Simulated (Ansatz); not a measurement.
Runs of Ansatz 0.2.0 on HfIn4SiO6. It takes space group C2 (No. 5, monoclinic). Conventional cell: a = 5.432 Å, b = 9.407 Å, c = 7.636 Å, α = 90.00°, β = 104.07°, γ = 90.00°. Hf (site symmetry 2) is surrounded by 6 O at 2.13 to 2.14 Å. In (site symmetry 2) has 2 O at 2.73 Å and 4 In at 3.12 Å as nearest neighbours. In (site symmetry 2) has 6 O at 2.23 Å as nearest neighbours. In (site symmetry 2) has 2 O at 2.73 Å and 3 In at 3.07 to 3.12 Å as nearest neighbours. In (site symmetry 2) is surrounded by 2 O at 2.73 Å and 3 In at 3.07 to 3.12 Å. Around Si (site symmetry 2) lie 6 O at 1.85 Å. O (site symmetry 1) is surrounded by 1 Si at 1.85 Å. O (site symmetry 1) has 1 Si at 1.85 Å as nearest neighbours. The cell was built by a generator and needn't be a form met in nature.

```csv
task,level,potentials or basis,spin,cell,k mesh,cutoff (eV),points for each segment of the path,mesh quality,gap on the mesh (eV),pressure (GPa),largest force (eV/Å)
single point,PBE,Ansatz NC,off,as given,6 × 6 × 4,1240,-,not flagged,none,0.1,0.01
relaxation of cell and atoms,revPBE,Ansatz PAW,off,relaxed,4 × 4 × 3,420,-,not flagged,none,0.0,0.01
single point,HSE06,Ansatz PAW,off,as given,3 × 3 × 2,420,-,coarse,none,-4.2,(a)
band structure,revPBE,Ansatz PAW,off,as given,6 × 6 × 4,420,10,not flagged,none,2.3,0.11
band structure,r2SCAN,Ansatz PAW,"SOC, no magnetisation",as given,4 × 4 × 3,500,10,not flagged,none,(b),0.32
```

Alike in all rows: smearing fermi-dirac 0.05 eV.

Estimate the missing entries.

(a) 0.57; (b) -4.8.

Caveats: some runs use coarse meshes; the PAW data sets come from PBE, with cores solved anew for the run's functional, which leaves a small shift of forces and pressure (some runs); the plane-wave basis is chosen anew once the cell has moved, so the energies of steps on either side of that aren't comparable (some runs); the thresholds are loose for stress (some runs); spin-orbit coupling is left out, which moves the levels of the heavy elements (some runs).

A k mesh can miss the band edges, and rows without SOC leave out spin-orbit coupling on Hf, In.

A gap of «none» marks a metal or a gap under the smearing width.
